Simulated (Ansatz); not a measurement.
# F₂H₂O₂Ti: small, medium and large basis sets

One table from this session's results is given with a row withheld; the runs are named, their logs left out.

Method: one geometry, several basis sets; program: Ansatz 0.2.0, Gaussian basis.

The runs, in order: PBE0-D4/def2-SVP; ωB97M-V/def2-SVP; PBE0-D4/def2-QZVPP; ωB97M-V/def2-QZVPP; the functionals' def2-TZVPP values are taken from earlier runs.

### The relaxed structure

The geometry comes from an earlier relaxation with PBE0-D4 in a triple-zeta def2 set; it is a stationary point, not always the lowest conformer.

7 atoms, charge 0, spin multiplicity 1.

Atoms are counted from 1 here; the program's logs count them from 0.

Bond lengths: O1–Ti2 1.778 Å, O1–H6 0.958 Å, Ti2–O3 1.778 Å, Ti2–F4 1.760 Å, Ti2–F5 1.760 Å, O3–H7 0.958 Å. Angles: Ti2–O1–H6 134.9°, O1–Ti2–O3 107.7°, O1–Ti2–F4 110.8°, O1–Ti2–F5 110.8°, O3–Ti2–F4 110.8°, O3–Ti2–F5 110.8°, F4–Ti2–F5 106.1°, Ti2–O3–H7 134.9°.

Set-up of the first run:

File in.yaml:

```yaml
crystal:
  periodic: [false, false, false]
  atoms:
    - {symbol: O, position_ang: [-1.222219, 0.595878, 0.894210]}
    - {symbol: Ti, position_ang: [-0.019904, -0.026724, -0.258344]}
    - {symbol: O, position_ang: [1.418755, -0.509727, 0.668218]}
    - {symbol: F, position_ang: [-0.668469, -1.391718, -1.160259]}
    - {symbol: F, position_ang: [0.390135, 1.197376, -1.454471]}
    - {symbol: H, position_ang: [-2.109247, 0.951158, 0.819845]}
    - {symbol: H, position_ang: [2.272249, -0.884344, 0.445102]}
basis:
  gaussian: {orbitals: def2-SVP}
hamiltonian: {xc: pbe0, dispersion: d4}
output: {orbitals: {seedname: orbitals}}
```

The run is started by

```bash
ansatz run in.yaml --threads 2 --pin off --events-out ev --progress --plain --max-ram 22528MiB --backend cpu
```

Steps of the session up to this table: PBE0-D4 in def2-SVP; ωB97M-V in def2-SVP; PBE0-D4 in def2-QZVPP; ωB97M-V in def2-QZVPP.

One of the session's tables, all rows but one given; the rest of the session is left out.

| functional | basis | HOMO (eV) | LUMO (eV) |
| --- | --- | --- | --- |
| PBE0-D4 | def2-SVP | -9.63 | -2.03 |
| PBE0-D4 | def2-TZVPP | -9.94 | -2.13 |
| PBE0-D4 | def2-QZVPP | -9.96 | -2.14 |
| ωB97M-V | def2-SVP | ? | ? |
| ωB97M-V | def2-TZVPP | -12.39 | 0.20 |
| ωB97M-V | def2-QZVPP | -12.41 | 0.16 |

Estimate the missing values for ωB97M-V, def2-SVP.

As computed: HOMO (eV): -12.04; LUMO (eV): 0.35. In the column «HOMO (eV)» it lies between ωB97M-V, def2-TZVPP (-12.39) and PBE0-D4, def2-QZVPP (-9.96).
